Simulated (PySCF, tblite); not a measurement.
# C7H6N radical: geometry, infrared bands and EPR parameters

Aim: predict the infrared bands and EPR parameters of C7H6N radical (`[H]/N=C\C1=CC(=C)[C]=C1`).

The runs use tblite 0.8.0 and PySCF 2.14.0, with density-fitted response routines of our own; the level of theory stands in each step. All values are computed, except where a source is named. Atoms are numbered from 0 throughout.

### 1 The starting structure

14 atoms, charge 0, multiplicity 2; geometry from: force field or distance geometry start.

Bonds of the start (Å): C0–C1 1.34, C1–C2 1.42, C2–C3 1.30, C3–C4 1.45, C4–C5 1.48, C5–N6 1.29, C4–C7 1.35, C7–C1 1.44, C0–H8 1.08, C0–H9 1.08, C3–H10 1.08, C5–H11 1.10, N6–H12 1.01, C7–H13 1.09.

### 2 Optimising the geometry with GFN2-xTB

Job settings and geometry (Å):

```
{"job": {"kind": "relax", "xc": "GFN2-xTB", "basis": "xTB"}, "charge": 0, "multiplicity": 2}
C      2.621100     0.002400    -0.748800
C      1.415700     0.223700    -0.206600
C      1.117100     1.158100     0.814000
C     -0.144400     1.151000     1.144100
C     -0.776300     0.115900     0.343000
C     -2.210800    -0.226400     0.410300
N     -2.824400    -1.117200    -0.283600
C      0.160800    -0.431800    -0.466800
H      3.486900     0.574500    -0.439400
H      2.749000    -0.745700    -1.514100
H     -0.627600     1.760100     1.891500
H     -2.793400     0.352500     1.148600
H     -2.195700    -1.595100    -0.915900
H      0.021400    -1.222300    -1.198500
```

Launch:

```bash
OMP_NUM_THREADS=1 python probes_run.py task.json out
```

This one command runs all jobs of the session in turn.

Standard output:

```text
step      E/eV     max force
  0    -564.83212    1.928
  1    -564.91062    1.301
  2    -564.94791    0.313
  3    -564.95362    0.276
  4    -564.96164    0.231
  5    -564.96486    0.158
  6    -564.96666    0.137
  7    -564.96781    0.112
  8    -564.96873    0.085
  9    -564.96951    0.081
 10    -564.97008    0.059
 11    -564.97054    0.074
 12    -564.97097    0.072
 13    -564.97146    0.079
 14    -564.97196    0.064
 15    -564.97233    0.045
 16    -564.97254    0.042
 17    -564.97267    0.035
 18    -564.97276    0.024
 19    -564.97282    0.019
 20    -564.97286    0.018
 21    -564.97289    0.014
 22    -564.97291    0.008
```

Wall time 0.17 s (1 thread of AMD EPYC, shared host).

Along the way:

| step | energy from step 0 (eV) | largest force (eV/Å) |
| --- | --- | --- |
| 0 | 0.0000 | 1.9276 |
| 1 | -0.0785 | 1.3013 |
| 2 | -0.1158 | 0.3133 |
| 3 | -0.1215 | 0.2757 |
| 4 | -0.1295 | 0.2313 |
| 5 | -0.1327 | 0.1575 |
| 6 | -0.1345 | 0.1374 |
| 7 | -0.1357 | 0.1120 |
| 8 | -0.1366 | 0.0855 |
| 9 | -0.1374 | 0.0809 |
| 10 | -0.1380 | 0.0587 |
| 11 | -0.1384 | 0.0738 |
| 12 | -0.1388 | 0.0720 |
| 13 | -0.1393 | 0.0789 |
| 14 | -0.1398 | 0.0638 |
| 15 | -0.1402 | 0.0449 |
| 16 | -0.1404 | 0.0422 |
| 17 | -0.1405 | 0.0348 |
| 18 | -0.1406 | 0.0244 |
| 19 | -0.1407 | 0.0190 |
| 20 | -0.1407 | 0.0176 |
| 21 | -0.1408 | 0.0136 |
| 22 | -0.1408 | 0.0081 |

Distances of close pairs at the start and the end, largest changes first:

| bond | before (Å) | after (Å) | change (Å) |
| --- | --- | --- | --- |
| C1–C2 | 1.416 | 1.456 | +0.041 |
| C3–C4 | 1.453 | 1.483 | +0.030 |
| C4–C5 | 1.476 | 1.449 | -0.027 |
| C1–C7 | 1.439 | 1.463 | +0.024 |
| C5–N6 | 1.285 | 1.262 | -0.023 |
| C2–C3 | 1.304 | 1.325 | +0.021 |
| C5–H11 | 1.104 | 1.087 | -0.017 |
| C7–H13 | 1.086 | 1.075 | -0.011 |

The final coordinates are the input of the step that follows.

### 3 Vibrational analysis with GFN2-xTB

Job settings and geometry (Å):

```
{"job": {"kind": "ir", "xc": "GFN2-xTB", "basis": "xTB"}, "charge": 0, "multiplicity": 2}
C      2.625052    -0.008474    -0.762262
C      1.444211     0.234004    -0.189349
C      1.123618     1.205261     0.847044
C     -0.159327     1.163759     1.175463
C     -0.784504     0.114573     0.333956
C     -2.191835    -0.222648     0.410978
N     -2.808262    -1.095991    -0.259905
C      0.170400    -0.429323    -0.469126
H      3.509491     0.539201    -0.482965
H      2.735722    -0.761238    -1.525705
H     -0.700807     1.745061     1.895431
H     -2.783614     0.339539     1.128776
H     -2.236576    -1.612431    -0.926917
H      0.055753    -1.211767    -1.197585
```

Standard output:

```text
mode    cm-1     km/mol
  1      64.1      0.28
  2     132.8      0.12
  3     179.1      2.05
  4     225.2      9.21
  5     342.1      4.02
  6     450.2      1.84
  7     460.0      5.70
  8     574.9      0.05
  9     619.6      3.76
 10     653.3      0.68
 11     679.5      9.03
 12     771.4     40.30
 13     786.6      5.38
 14     825.1      3.76
 15     906.7     21.04
 16     920.3     17.06
 17     930.9      7.79
 18     948.4     25.84
 19    1063.9     40.71
 20    1107.0      0.66
 21    1145.0     39.54
 22    1162.9    110.35
 23    1212.8      6.02
 24    1229.6     91.73
 25    1349.7     61.42
 26    1389.8      1.04
 27    1540.5     83.64
 28    1599.6     21.08
 29    1664.7     62.04
 30    1683.3     97.94
 31    3006.1     37.23
 32    3097.4      5.00
 33    3125.0      8.43
 34    3129.8     20.18
 35    3161.4     18.06
 36    3322.8     22.66
```

It took 0.62 s on 1 thread of AMD EPYC, shared host.

The strongest bands and the atoms that carry them (share of the mass-weighted mode):

| cm⁻¹ | km/mol | atoms |
| --- | --- | --- |
| 771 | 40.3 | C5 32 %, H12 23 %, C4 13 %, H11 10 % |
| 1064 | 40.7 | H11 50 %, H12 42 % |
| 1163 | 110.3 | H12 29 %, H11 25 % |
| 1230 | 91.7 | C4 44 %, C7 12 %, C3 10 % |
| 1350 | 61.4 | H11 58 %, H12 16 %, C5 12 % |
| 1540 | 83.6 | C4 48 %, C7 33 % |
| 1665 | 62.0 | C1 43 %, C0 27 %, C5 12 % |
| 1683 | 97.9 | C5 43 %, N6 28 %, C1 14 % |

### 4 EPR parameters: B3LYP/pcH-1

Same as in step 3 but for these lines:

```diff
@@ -1,2 +1,2 @@
-{"job": {"kind": "ir", "xc": "GFN2-xTB", "basis": "xTB"}, "charge": 0, "multiplicity": 2}
+{"job": {"kind": "epr", "basis": "pcH-1"}, "charge": 0, "multiplicity": 2}
 C      2.625052    -0.008474    -0.762262
```

Level: UKS B3LYP, pcH-1 on C H N, non-relativistic, mean-field spin-orbit, GIAO.

Standard output:

```text
UKS, coarse grid
  cycle   1  E = -324.90509417  |g| = 3.29e-01
  cycle   2  E = -324.84808441  |g| = 4.92e-01
  cycle   3  E = -324.95405315  |g| = 1.25e-01
  cycle   4  E = -324.96146882  |g| = 3.49e-02
  cycle   5  E = -324.96202352  |g| = 1.92e-02
  cycle   6  E = -324.96223113  |g| = 5.60e-03
  cycle   7  E = -324.96227470  |g| = 2.70e-03
  cycle   8  E = -324.96229114  |g| = 2.35e-03
  cycle   9  E = -324.96230418  |g| = 1.38e-03
  cycle  10  E = -324.96230876  |g| = 9.63e-04
UKS, final grid
  cycle   1  E = -324.96233935  |g| = 1.54e-03
  cycle   2  E = -324.96233514  |g| = 3.36e-03
  cycle   3  E = -324.96234163  |g| = 4.27e-04
  cycle   4  E = -324.96234192  |g| = 2.78e-04
  cycle   5  E = -324.96234260  |g| = 2.64e-04
  cycle   6  E = -324.96234272  |g| = 4.47e-05
  cycle   7  E = -324.96234273  |g| = 3.04e-05
  cycle   8  E = -324.96234273  |g| = 2.28e-05
E = -324.96234273 Eh   <S^2> = 0.7676 (exact 0.7500)
g shifts (ppm)      1          2          3
  rmc          -167       -167       -167
  gc             25         16        -18
  oz_so        -624        -42        487
  total        -766       -193        303
hyperfine (MHz)  atom isotope    a_iso     a_fc   dipolar eigenvalues
    0   13C       5.49       5.49     -1.73     -1.02      2.75
    1   13C      52.85      52.85     -7.77     -6.46     14.23
    2   13C     467.73     467.73    -79.83    -52.62    132.44
    3   13C      24.42      24.42    -23.23      1.78     21.44
    4   13C      57.65      57.65     -8.37     -0.67      9.03
    5   13C       0.33       0.33     -2.76     -0.51      3.27
    6   14N      -0.03      -0.03     -1.50      0.66      0.84
    7   13C      26.37      26.37    -14.12      2.23     11.89
    8    1H      -0.09      -0.09     -3.78     -3.45      7.24
    9    1H      -2.83      -2.83     -1.76     -1.59      3.36
   10    1H      38.34      38.34     -6.61     -4.88     11.49
   11    1H      -0.43      -0.43     -1.60     -0.77      2.37
   12    1H       1.00       1.00     -1.74     -0.45      2.19
   13    1H      13.84      13.84     -3.32      0.88      2.44
```

It took 85 s on 1 thread of AMD EPYC, shared host; peak memory 1 GiB.

Principal g values 2.00155, 2.00213, 2.00262; g(iso) = 2.00210, against 2.00232 for a free electron.

Hyperfine couplings, nucleus by nucleus at this fixed geometry (no averaging over rotations):

| nuclei | isotope | a(iso) (MHz) | a(iso) (G, at g = 2.0023) | largest dipolar term (MHz) |
| --- | --- | --- | --- | --- |
| C2 | 13C | 467.7 | 166.9 | 132.4 |
| C4 | 13C | 57.7 | 20.6 | 9.0 |
| C1 | 13C | 52.8 | 18.9 | 14.2 |
| H10 | 1H | 38.3 | 13.7 | 11.5 |
| C7 | 13C | 26.4 | 9.4 | -14.1 |
| C3 | 13C | 24.4 | 8.7 | -23.2 |
| H13 | 1H | 13.8 | 4.9 | -3.3 |
| C0 | 13C | 5.5 | 2.0 | 2.7 |
| H9 | 1H | -2.8 | -1.0 | 3.4 |
| H12 | 1H | 1.0 | 0.4 | 2.2 |
| H11 | 1H | -0.4 | -0.2 | 2.4 |
| C5 | 13C | 0.3 | 0.1 | 3.3 |
| H8 | 1H | -0.1 | 0.0 | 7.2 |
| N6 | 14N | 0.0 | 0.0 | -1.5 |

Mulliken spin populations:

C0 0.00; C1 -0.02; C2 1.04; C3 -0.13; C4 0.10; C5 -0.01; N6 0.03; C7 -0.03; H8 0.00; H9 0.00; H10 0.01; H11 0.00; H12 0.00; H13 0.01

In first order the couplings over 0.8 MHz of 1H give 16 distinct lines over 20.0 G.

The fields below are evaluated on a grid from the run's orbitals.

ELF in a plane through or near 14 of the atoms.

Ten even steps from '0' (0.00) to '9' (1.00):
```
0000000000000000000000000000
0000000000000000000000000000
0000000000000000000000000000
0000000001200028970000000000
0000000046751179993000000000
0000000058984379991000000000
0000000038926715830177300000
0000785004723725602999920000
0003999613884279635999820000
0005999867334254192596100000
0001688448487187571341100000
0000037984254244127558860000
0000069995038983037219981000
0000189995059994099978860000
0000027970039990099833310000
0000000100005630078400000000
0000000000000000000000000000
0000000000000000000000000000
0000000000000000000000000000
0000000000000000000000000000
```
The map spans 12.3 Å across and 10.2 Å up, centred on the molecule. Atoms in the plane (x, y in Å): C0 (-2.7, -0.3), C1 (-1.5, 0.2), C2 (-1.0, 1.5), C3 (0.3, 1.6), C4 (0.8, 0.3), C5 (2.2, -0.1), N6 (2.8, -1.2), C7 (-0.2, -0.6), H8 (-3.6, 0.3), H9 (-2.9, -1.4), H10 (0.9, 2.5), H11 (2.9, 0.8), H12 (2.1, -2.0), H13 (-0.2, -1.7).

log10 of the density (e/Å³) in the same plane.

Ten even steps from ' ' (-4.0) to '@' (1.9):
```
                                                        
                                                        
                    ........::::::..                    
                ..::::--------====--::..                
              ::----========++****==--::..              
            ..::--==++++++++**####++--::::....          
        ..::::--==++**######%%##**++======--::..        
      ::--========++**%%########**++++++++++==::..      
    ..::==++++++++****##******##**++****##++==--..      
    ..--++**##****##%%##******%%########**++==--..      
    ..--==++**%%@@##############****####**++==--..      
    ..::--++**####**++**##%%****++++######**++==::      
      ..--==**##**++==++**##**++==++**##%%##++==::      
      ..::==++++++==--==******====**####****++==::      
        ..::--------::--======----++++++++==--::..      
          ..::::::....::------::::--====----::..        
                        ..........::::::....            
                                                        
                                                        
                                                        
```
The map spans 12.3 Å across and 10.2 Å up, centred on the molecule. Atoms in the plane (x, y in Å): C0 (-2.7, -0.3), C1 (-1.5, 0.2), C2 (-1.0, 1.5), C3 (0.3, 1.6), C4 (0.8, 0.3), C5 (2.2, -0.1), N6 (2.8, -1.2), C7 (-0.2, -0.6), H8 (-3.6, 0.3), H9 (-2.9, -1.4), H10 (0.9, 2.5), H11 (2.9, 0.8), H12 (2.1, -2.0), H13 (-0.2, -1.7).

On the surface of density 0.002 e/bohr³ the electrostatic potential runs, from the 1st to the 99th percentile, from -1.88 V near N6 to 1.44 V near H12.

The spin density lies nearest to C2 74 %; C3 7 % (beta excess).

### 5 Outcome

| quantity | value |
| --- | --- |
| strongest single infrared mode (GFN2-xTB) | 1163 cm⁻¹, 110 km/mol |
| zero-point energy (GFN2-xTB) | 65.0 kcal/mol |
| g(iso) (B3LYP) | 2.00210 |
| ⟨S²⟩ | 0.768 (exact 0.75) |
| largest a(iso) | 13C on C2, 467.7 MHz |
| surface potential, 1st and 99th percentile | -1.88 V and 1.44 V |

In words: The optimisation took 22 steps and gained 0.141 eV; among the close pairs (by a distance rule), C1–C2 changed most, from 1.416 to 1.456 Å. All 36 modes are real, so the xTB geometry is a minimum. The strongest single mode, at 1163 cm⁻¹, is spread over many atoms; the largest shares are those of H12, H11. GFN2-xTB is a fitted tight-binding method: band positions and strengths are rough. Its intensities can rank the bands wrongly. C2 carries the largest spin population, 1.04 e. The isotropic g lies 0.2 ppt below the free-electron value.
